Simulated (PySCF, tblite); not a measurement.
# C3H12N2Si3: geometry, infrared bands and NMR shifts

Wanted: the infrared bands and NMR shifts of C3H12N2Si3 (`CN(C)[Si@@H](C#N)[SiH2][SiH3]`), by calculation.

Programs: tblite 0.8.0 and PySCF 2.14.0, with density-fitted response routines of our own. Each step states its level of theory. These are calculated values for one molecule in the gas phase, unless marked as measured. Atoms count from 0, in the outputs and in this text.

### 1 The starting structure

20 atoms, charge 0, multiplicity 1; geometry from: force field or distance geometry start.

Bonds of the start (Å): C0–N1 1.45, N1–C2 1.45, N1–Si3 1.81, Si3–C4 1.78, C4–N5 1.16, Si3–Si6 2.21, Si6–Si7 2.22, C0–H8 1.10, C0–H9 1.13, C0–H10 1.10, C2–H11 1.11, C2–H12 1.10, C2–H13 1.11, Si3–H14 1.48, Si6–H15 1.46, Si6–H16 1.49, Si7–H17 1.47, Si7–H18 1.48, Si7–H19 1.45.

### 2 Geometry optimisation with GFN2-xTB

Job settings and geometry (Å):

```
{"job": {"kind": "relax", "xc": "GFN2-xTB", "basis": "xTB"}, "charge": 0, "multiplicity": 1}
C     -2.663100    -0.890300    -0.057100
N     -1.547500    -0.070600     0.381000
C     -1.728700     1.212400    -0.265700
Si    -0.010500    -0.833400    -0.195000
C      0.279100    -0.473200    -1.913800
N      0.449300    -0.221900    -3.035000
Si     1.719200    -0.346400     1.097100
Si     3.355800     0.722900     0.045600
H     -2.722400    -0.763400    -1.147200
H     -3.594400    -0.449400     0.405800
H     -2.535600    -1.956400     0.193300
H     -1.700500     1.070500    -1.370700
H     -0.920600     1.903000     0.006000
H     -2.724100     1.613800     0.030500
H     -0.259100    -2.288600    -0.086100
H      2.249200    -1.589700     1.655700
H      1.191900     0.458900     2.232800
H      3.096200     2.160700     0.202500
H      4.621100     0.440100     0.753700
H      3.439500     0.311600    -1.346200
```

Command:

```bash
$ OMP_NUM_THREADS=1 python probes_run.py task.json out
```

One launch serves the whole session: the jobs run in the order shown.

Output:

```text
step      E/eV     max force
  0    -639.06679    3.950
  1    -639.05701    9.993
  2    -639.38546    1.341
  3    -639.43903    0.636
  4    -639.48602    0.615
  5    -639.59078    1.126
  6    -639.65502    0.974
  7    -639.70403    0.400
  8    -639.73380    0.427
  9    -639.76552    0.640
 10    -639.78907    0.510
 11    -639.80905    0.286
 12    -639.82069    0.218
 13    -639.82674    0.181
 14    -639.83077    0.163
 15    -639.83490    0.157
 16    -639.83945    0.136
 17    -639.84362    0.174
 18    -639.84717    0.150
 19    -639.85038    0.124
 20    -639.85352    0.129
 21    -639.85655    0.131
 22    -639.85926    0.139
 23    -639.86173    0.133
 24    -639.86427    0.109
 25    -639.86702    0.122
 26    -639.86989    0.139
 27    -639.87280    0.150
 28    -639.87564    0.131
 29    -639.87859    0.137
 30    -639.88184    0.159
 31    -639.88525    0.168
 32    -639.88876    0.159
 33    -639.89227    0.154
 34    -639.89556    0.175
 35    -639.89873    0.194
 36    -639.90173    0.171
 37    -639.90427    0.117
 38    -639.90658    0.095
 39    -639.90896    0.237
 40    -639.91086    0.283
 41    -639.91294    0.165
 42    -639.91439    0.090
 43    -639.91559    0.102
 44    -639.91630    0.139
 45    -639.91749    0.150
 46    -639.91840    0.079
 47    -639.91939    0.082
 48    -639.92043    0.148
 49    -639.92159    0.177
 50    -639.92240    0.129
 51    -639.92299    0.072
 52    -639.92375    0.073
 53    -639.92483    0.161
 54    -639.92598    0.221
 55    -639.92695    0.168
 56    -639.92773    0.113
 57    -639.92856    0.069
 58    -639.92955    0.138
 59    -639.93043    0.162
 60    -639.93105    0.103
 61    -639.93162    0.070
 62    -639.93233    0.092
 63    -639.93326    0.146
 64    -639.93419    0.147
 65    -639.93482    0.072
 66    -639.93533    0.051
 67    -639.93587    0.054
 68    -639.93622    0.048
 69    -639.93643    0.036
 70    -639.93664    0.034
 71    -639.93693    0.040
 72    -639.93725    0.055
 73    -639.93755    0.037
 74    -639.93778    0.045
 75    -639.93798    0.050
 76    -639.93817    0.049
 77    -639.93835    0.042
 78    -639.93852    0.028
 79    -639.93877    0.044
 80    -639.93911    0.053
 81    -639.93949    0.056
 82    -639.93979    0.051
 83    -639.94000    0.037
 84    -639.94020    0.040
 85    -639.94042    0.044
 86    -639.94064    0.035
 87    -639.94084    0.028
 88    -639.94103    0.029
 89    -639.94123    0.033
 90    -639.94142    0.031
 91    -639.94163    0.035
 92    -639.94183    0.030
 93    -639.94205    0.037
 94    -639.94230    0.041
 95    -639.94258    0.042
 96    -639.94289    0.038
 97    -639.94320    0.058
 98    -639.94350    0.048
 99    -639.94380    0.042
100    -639.94408    0.044
101    -639.94443    0.041
102    -639.94498    0.055
103    -639.94572    0.072
104    -639.94662    0.073
105    -639.94746    0.056
106    -639.94814    0.065
107    -639.94865    0.050
108    -639.94904    0.055
109    -639.94938    0.043
110    -639.94977    0.050
111    -639.95030    0.079
112    -639.95109    0.093
113    -639.95236    0.090
114    -639.95407    0.128
115    -639.95572    0.121
116    -639.95696    0.188
117    -639.95838    0.142
118    -639.95930    0.242
119    -639.96044    0.099
120    -639.96181    0.133
121    -639.96327    0.166
122    -639.96414    0.139
123    -639.96504    0.181
124    -639.96578    0.090
125    -639.96703    0.088
126    -639.96845    0.064
127    -639.96983    0.133
128    -639.97127    0.089
129    -639.97246    0.196
130    -639.97328    0.059
131    -639.97382    0.064
132    -639.97446    0.046
133    -639.97491    0.065
134    -639.97544    0.062
135    -639.97594    0.064
136    -639.97647    0.065
137    -639.97695    0.072
138    -639.97732    0.061
139    -639.97765    0.072
140    -639.97807    0.053
141    -639.97858    0.059
142    -639.97905    0.057
143    -639.97945    0.049
144    -639.97982    0.047
145    -639.98021    0.043
146    -639.98067    0.053
147    -639.98111    0.045
148    -639.98164    0.055
149    -639.98213    0.045
150    -639.98263    0.045
151    -639.98304    0.082
152    -639.98356    0.082
153    -639.98398    0.097
154    -639.98433    0.075
155    -639.98459    0.061
156    -639.98486    0.059
157    -639.98510    0.059
158    -639.98530    0.046
159    -639.98543    0.043
160    -639.98555    0.021
161    -639.98562    0.017
162    -639.98566    0.016
163    -639.98569    0.021
164    -639.98572    0.010
165    -639.98575    0.011
166    -639.98577    0.011
167    -639.98579    0.009
```

Wall time 1.9 s (1 thread of Intel Xeon Platinum 8488C, shared host); peak memory 0.18 GiB.

Step by step: (not every step is listed) (the energy doesn't fall at every step)

```csv
step,energy from step 0 (eV),largest force (eV/Å)
0,0.0000,3.9498
1,0.0098,9.9926
2,-0.3187,1.3406
3,-0.3722,0.6358
4,-0.4192,0.6151
5,-0.5240,1.1262
6,-0.5882,0.9740
7,-0.6372,0.3997
8,-0.6670,0.4266
23,-0.7949,0.1326
38,-0.8398,0.0948
53,-0.8580,0.1608
68,-0.8694,0.0485
83,-0.8732,0.0375
98,-0.8767,0.0484
113,-0.8856,0.0898
128,-0.9045,0.0891
143,-0.9127,0.0487
158,-0.9185,0.0465
162,-0.9189,0.0163
163,-0.9189,0.0213
164,-0.9189,0.0102
165,-0.9190,0.0109
166,-0.9190,0.0108
167,-0.9190,0.0089
```

Close pairs (by a distance rule), those that changed most:

```csv
bond,before (Å),after (Å),change (Å)
Si3–C4,1.780,1.882,+0.102
Si3–Si6,2.213,2.314,+0.101
Si6–Si7,2.220,2.319,+0.099
N1–Si3,1.810,1.720,-0.090
C0–H9,1.130,1.094,-0.035
C2–H13,1.113,1.095,-0.018
C2–H11,1.114,1.097,-0.017
C0–H10,1.103,1.086,-0.016
```

The next job starts from the end point, and lists it.

### 3 Vibrational analysis with GFN2-xTB

Job settings and geometry (Å):

```
{"job": {"kind": "ir", "xc": "GFN2-xTB", "basis": "xTB"}, "charge": 0, "multiplicity": 1}
C     -2.580962    -0.449029    -0.815999
N     -1.415465    -0.183972    -0.010523
C     -1.315285     1.199767     0.371451
Si    -0.143944    -1.337050     0.101429
C      0.328983    -1.851466    -1.646171
N      0.623797    -2.118484    -2.722276
Si     1.765381    -0.443997     1.056427
Si     2.807544     1.249442    -0.136894
H     -2.535181     0.088934    -1.769509
H     -3.484709    -0.133720    -0.286010
H     -2.652067    -1.512470    -1.026888
H     -1.195091     1.852719    -0.501970
H     -0.468267     1.350876     1.036982
H     -2.226301     1.505183     0.896867
H     -0.763760    -2.575088     0.614537
H      2.677509    -1.579462     1.264714
H      1.448339    -0.014341     2.430900
H      2.023760     2.490235    -0.103010
H      4.135391     1.592889     0.377301
H      2.965180     0.879714    -1.544090
```

Output:

```text
mode    cm-1     km/mol
  1     -33.0      0.62
  2      -5.0      0.13
  3      39.9      1.24
  4      58.0      0.36
  5      70.2      7.02
  6      99.7      1.93
  7     120.5      4.08
  8     147.6      7.29
  9     176.5      1.64
 10     252.0      7.34
 11     273.4      7.20
 12     298.8     10.39
 13     320.9      3.31
 14     337.7     40.39
 15     378.4     13.58
 16     408.2     10.62
 17     438.4      5.02
 18     452.1      4.42
 19     491.3     20.08
 20     557.2     15.02
 21     588.7    298.76
 22     614.4    462.07
 23     644.4    118.49
 24     687.4     34.64
 25     727.6    124.77
 26     783.4    498.79
 27     808.9    142.25
 28     820.8    118.43
 29     842.8    186.75
 30    1036.9     96.90
 31    1058.6      0.87
 32    1088.7      0.99
 33    1122.6      2.06
 34    1207.3     49.81
 35    1310.1     65.43
 36    1421.5      0.85
 37    1432.6      0.07
 38    1476.5      1.80
 39    1486.9      4.18
 40    1498.5      8.67
 41    1510.3      4.58
 42    2120.8    301.02
 43    2140.7    287.69
 44    2172.3    193.06
 45    2214.7    427.30
 46    2241.0    295.38
 47    2255.6    268.39
 48    2334.5     53.87
 49    2893.1     45.60
 50    2910.4     42.97
 51    2938.3     33.49
 52    2947.2    100.26
 53    3023.7     45.83
 54    3040.5     23.68
```

Wall time 1.2 s (1 thread of Intel Xeon Platinum 8488C, shared host); peak memory 0.18 GiB.

Which atoms move in the most intense modes:

```csv
cm⁻¹,km/mol,atoms
589,298.8,"H14 48 %, N5 11 %"
614,462.1,"Si3 33 %, H16 22 %, N5 12 %, H15 11 %"
783,498.8,"H19 30 %, H18 25 %, H17 25 %"
2121,301.0,H14 97 %
2141,287.7,H16 96 %
2215,427.3,H17 92 %
2241,295.4,H18 96 %
2256,268.4,H19 96 %
```

### 4 Nuclear shieldings: PBE0/pcSseg-1

The job, as its differences from that of step 3:

```diff
@@ -1,2 +1,2 @@
-{"job": {"kind": "ir", "xc": "GFN2-xTB", "basis": "xTB"}, "charge": 0, "multiplicity": 1}
+{"job": {"kind": "nmr", "xc": "PBE0", "basis": "pcSseg-1"}, "charge": 0, "multiplicity": 1}
 C     -2.580962    -0.449029    -0.815999
```

Method: GIAO PBE0/pcSseg-1 NMR shielding, non-relativistic, gas phase.

Output:

```text
coarse grid: 17696 points
cycle   1  E = -1098.7180438950  dE =  5.087e-01  |g| = 4.571e-01  |ddm| = 3.988e+00
cycle   2  E = -1098.6107492046  dE =  1.073e-01  |g| = 8.327e-01  |ddm| = 1.079e+00
cycle   3  E = -1098.7665994611  dE = -1.559e-01  |g| = 1.566e-01  |ddm| = 6.699e-01
cycle   4  E = -1098.7713665126  dE = -4.767e-03  |g| = 5.699e-02  |ddm| = 1.410e-01
cycle   5  E = -1098.7720190420  dE = -6.525e-04  |g| = 1.745e-02  |ddm| = 5.965e-02
cycle   6  E = -1098.7720835980  dE = -6.456e-05  |g| = 3.529e-03  |ddm| = 1.821e-02
cycle   7  E = -1098.7720862501  dE = -2.652e-06  |g| = 6.593e-04  |ddm| = 3.544e-03
final grid: 155856 points
cycle   8  E = -1098.8145081490  dE = -2.770e-05  |g| = 7.285e-03  |ddm| = 2.631e-02
cycle   9  E = -1098.8145018553  dE =  6.294e-06  |g| = 8.866e-03  |ddm| = 1.468e-02
cycle  10  E = -1098.8145204268  dE = -1.857e-05  |g| = 1.852e-03  |ddm| = 8.802e-03
cycle  11  E = -1098.8145211139  dE = -6.871e-07  |g| = 5.094e-04  |ddm| = 1.379e-03
cycle  12  E = -1098.8145211625  dE = -4.861e-08  |g| = 1.924e-04  |ddm| = 4.525e-04
cycle  13  E = -1098.8145211700  dE = -7.476e-09  |g| = 2.947e-05  |ddm| = 1.523e-04
cycle  14  E = -1098.8145211702  dE = -1.853e-10  |g| = 7.159e-06  |ddm| = 4.344e-05
converged SCF energy = -1098.8145211702

GIAO shielding tensors (ppm)
atom      isotropic    diamagn.    paramagn.     s11        s22        s33       span
  0 C      145.037     243.417     -98.381    121.858    128.594    184.658     62.800
  1 N      252.226     329.562     -77.336    224.649    247.282    284.748     60.099
  2 C      143.471     248.435    -104.963    121.726    127.061    181.626     59.900
  3 Si     395.374     881.993    -486.619    312.201    389.059    484.863    172.661
  4 C       61.043     265.956    -204.913    -53.467    -52.185    288.780    342.247
  5 N      -91.281     339.548    -430.829   -288.544   -265.841    280.542    569.086
  6 Si     481.066     882.414    -401.347    475.946    481.521    485.733      9.787
  7 Si     465.342     880.819    -415.477    453.097    465.669    477.260     24.163
  8 H       28.947      29.407      -0.460     24.536     26.932     35.372     10.836
  9 H       29.185      28.101       1.084     24.634     26.393     36.528     11.894
 10 H       28.780      28.851      -0.071     24.190     27.254     34.896     10.706
 11 H       29.013      32.415      -3.403     25.082     26.810     35.146     10.063
 12 H       29.191      33.354      -4.163     23.712     30.273     33.587      9.875
 13 H       29.151      30.623      -1.472     24.821     26.616     36.016     11.195
 14 H       26.329      29.462      -3.133     22.787     24.448     31.752      8.964
 15 H       28.326      29.502      -1.176     24.698     25.551     34.729     10.031
 16 H       28.257      30.468      -2.210     24.647     25.885     34.241      9.594
 17 H       28.091      29.959      -1.868     24.246     27.058     32.968      8.722
 18 H       27.983      28.605      -0.622     24.284     25.252     34.414     10.130
 19 H       27.881      30.043      -2.162     24.027     26.517     33.099      9.071
```

Run time: 44 s. Hardware: 1 thread of Intel Xeon Platinum 8488C, shared host; peak memory 0.96 GiB.

Shifts follow as δ = σ(reference) − σ, with reference shieldings (ppm) from runs at the same level and on the same kind of geometry: 1H TMS 31.72, 13C TMS 186.9, 29Si TMS 349.2, 15N NH3 267.7. The references are single molecules in the gas phase, so shifts against H2O, NH3, PH3, H3PO4 or CFCl3 are not on the usual liquid scales and can be off by tens of ppm. Atoms listed in one row are averaged.

```csv
atoms,environment,σ (ppm),δ (ppm),δ scaled to CDCl3
C4,nitrile carbon,61.0,125.9,120.9
"C0, C2",methyl carbon bonded to N,144.3,42.7,39.7
H14,"hydrogen on a silicon bonded to C, N, Si",26.33,5.39,–
"H17, H18, H19",hydrogen on a silicon bonded to Si,27.99,3.73,–
H16,hydrogen on a silicon bonded to 2 Si,28.26,3.46,–
H15,hydrogen on a silicon bonded to 2 Si,28.33,3.39,–
"H8, H9, H10, H11, H12, H13",hydrogen on a methyl carbon bonded to N,29.04,2.67,2.62
N5,nitrile nitrogen,-91.3,359.0,–
N1,"nitrogen bonded to 2 C, Si",252.2,15.5,–
Si3,"silicon bonded to C, N, Si, H",395.4,-46.2,–
Si7,"silicon bonded to Si, 3 H",465.3,-116.2,–
Si6,"silicon bonded to 2 Si, 2 H",481.1,-131.9,–
```

The scaled column applies a straight-line fit of computed shieldings to shifts measured in CDCl3 (root-mean-square error 0.16 ppm for H, 1.9 ppm for C).

Charges from the same density, by scheme (e):

```csv
atoms,Mulliken,IAO,Hirshfeld,ESP fit
"C0, C2",-0.07,-0.29,-0.07,-0.37
N1,-0.80,-0.50,-0.17,-0.08
Si3,0.74,0.75,0.33,0.21
C4,-0.22,-0.18,-0.04,0.25
N5,-0.21,-0.21,-0.21,-0.44
Si6,-0.15,0.12,0.16,0.13
Si7,0.24,0.31,0.23,0.20
```

Mayer bond orders: C0–N1 0.95, N1–C2 0.96, N1–Si3 1.00, Si3–C4 0.75, C4–N5 2.93, Si3–Si6 0.90, Si6–Si7 0.89.

### 5 Summary of results

| quantity | value |
| --- | --- |
| strongest single infrared mode (GFN2-xTB) | 783 cm⁻¹, 499 km/mol |
| zero-point energy (GFN2-xTB) | 86.2 kcal/mol |
| 13C shifts against TMS (PBE0/pcSseg-1, means over atoms taken as alike) | 125.9, 42.7 ppm |
| 1H shifts against TMS (PBE0/pcSseg-1, means over atoms taken as alike) | 5.39, 3.73, 3.46, 3.39, 2.67 ppm |
| 15N shifts against NH3 (PBE0/pcSseg-1) | 359.0, 15.5 ppm |
| 29Si shifts against TMS (PBE0/pcSseg-1) | -46.2, -116.2, -131.9 ppm |

What this shows: Relaxing lowered the energy by 0.919 eV in 167 steps; the close pair that moved most is Si3–C4, from 1.780 to 1.882 Å. The lowest mode is imaginary (33i cm⁻¹), so the xTB geometry is not a minimum. The strongest single mode, at 783 cm⁻¹, has its largest shares on H19, H18 and H17 (the list is cut at 3 atoms). Unscaled tight-binding wavenumbers are off by several per cent, some by more. Its intensities can rank the bands wrongly. The most deshielded carbon is C4 (nitrile carbon), at 125.9 ppm: this is the usual window of a C≡N carbon, which has no attached hydrogen. At PBE0/pcSseg-1: Shielding is most anisotropic at N5 (span 569 ppm, paramagnetic term -431 ppm).
